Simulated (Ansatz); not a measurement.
# AsBCl3H3: small, medium and large basis sets

The task here is to estimate one member of a computed series from the others.

The runs use Ansatz 0.2.0, Gaussian basis; one geometry, several basis sets.

Levels to be run: PBE0-D4/def2-SVP; ωB97M-V/def2-SVP; PBE0-D4/def2-QZVPP; ωB97M-V/def2-QZVPP; the functionals' def2-TZVPP values are taken from earlier runs.

### Structure used throughout

An earlier PBE0-D4 in a triple-zeta def2 set relaxation fixed the geometry.

SMILES `Cl[B-](Cl)(Cl)[AsH3+]`, 8 atoms, charge 0, spin multiplicity 1.

Atoms are counted from 1 here; the program's logs count them from 0.

Bond lengths: Cl1–B2 1.814 Å, B2–Cl3 1.814 Å, B2–Cl4 1.814 Å, B2–As5 2.148 Å, As5–H6 1.503 Å, As5–H7 1.503 Å, As5–H8 1.503 Å. Angles: Cl1–B2–Cl3 114.6°, Cl1–B2–Cl4 114.6°, Cl1–B2–As5 103.7°, Cl3–B2–Cl4 114.6°, Cl3–B2–As5 103.7°, Cl4–B2–As5 103.7°, B2–As5–H6 116.7°, B2–As5–H7 116.7°, B2–As5–H8 116.7°, H6–As5–H7 101.4°, H6–As5–H8 101.4°, H7–As5–H8 101.4°.

The first run:

in.yaml reads:

```yaml
crystal:
  periodic: [false, false, false]
  atoms:
    - {symbol: Cl, position_ang: [-1.525241, -1.674440, 0.709764]}
    - {symbol: B, position_ang: [0.059099, -1.172051, -0.017906]}
    - {symbol: Cl, position_ang: [1.511492, -1.553244, 1.000544]}
    - {symbol: Cl, position_ang: [0.243707, -1.577948, -1.776709]}
    - {symbol: As, position_ang: [-0.028587, 0.974243, 0.002445]}
    - {symbol: H, position_ang: [-0.184424, 1.631205, 1.345269]}
    - {symbol: H, position_ang: [-1.148599, 1.611440, -0.771230]}
    - {symbol: H, position_ang: [1.164653, 1.703795, -0.547975]}
basis:
  gaussian: {orbitals: def2-SVP}
hamiltonian: {xc: pbe0, dispersion: d4}
output: {orbitals: {seedname: orbitals}}
```

On the command line:

```bash
$ ansatz run in.yaml --threads 4 --pin off --events-out ev --progress --plain --max-ram 10444MiB
```

Steps of the session up to this table: PBE0-D4 in def2-SVP; ωB97M-V in def2-SVP; PBE0-D4 in def2-QZVPP; ωB97M-V in def2-QZVPP.

One of the session's tables, all rows but one given; the rest of the session is left out.

It belongs to the step «Density functionals: the series». 

| functional | basis | HOMO (eV) |
| --- | --- | --- |
| PBE0-D4 | def2-SVP | ? |
| PBE0-D4 | def2-TZVPP | -8.18 |
| PBE0-D4 | def2-QZVPP | -8.22 |
| ωB97M-V | def2-SVP | -10.08 |
| ωB97M-V | def2-TZVPP | -10.29 |
| ωB97M-V | def2-QZVPP | -10.34 |

Q: Estimate the row for PBE0-D4, def2-SVP from the others.

**Answer.** HOMO (eV): -7.97. In the column «HOMO (eV)» it is the highest.
